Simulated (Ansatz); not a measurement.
# ClTi: the cost of one run

The runs use Ansatz 0.2.0, Gaussian basis; def2-TZVPP, core rule «outside noble gas», up to 14 orbitals frozen.

The runs, in order: UHF; ROHF; CCSD(T) on UHF.

2 further runs of the same task are left out: 2 set aside as unsound or not needed.

### 1 The geometry

The geometry is a PBE0/def2-TZVP stationary point (not a proven minimum) of the parent state, kept for this charge and spin.

2 atoms, charge 1, spin multiplicity 5.

Atoms are counted from 1 here; the program's logs count them from 0.

Bond lengths: Ti1–Cl2 2.169 Å.

Geometry (Å):

```csv
atom,x (Å),y (Å),z (Å)
Ti1,0.0000,0.0000,0.0000
Cl2,0.0000,0.0000,2.1686
```

### 2 UHF

Input file in.yaml:

```yaml
crystal:
  periodic: [false, false, false]
  atoms:
    - {symbol: Ti, position_ang: [0.000000, 0.000000, 0.000000]}
    - {symbol: Cl, position_ang: [0.000000, 0.000000, 2.168600]}
basis:
  gaussian: {orbitals: def2-TZVPP}
total_charge: 1
magnetization: {spin_polarized: true, initial_magnetization: 4}
hamiltonian: {xc: hf}
output: {orbitals: {seedname: orbitals}}
```

Command:

```console
ansatz run in.yaml --threads 1 --pin off --events-out ev --progress --plain --max-ram 4096MiB --backend cpu
```

What time and memory should one allow on 1 thread of AMD EPYC 7R13, shared host?

About 34 s, with a peak of 0.33 GiB.
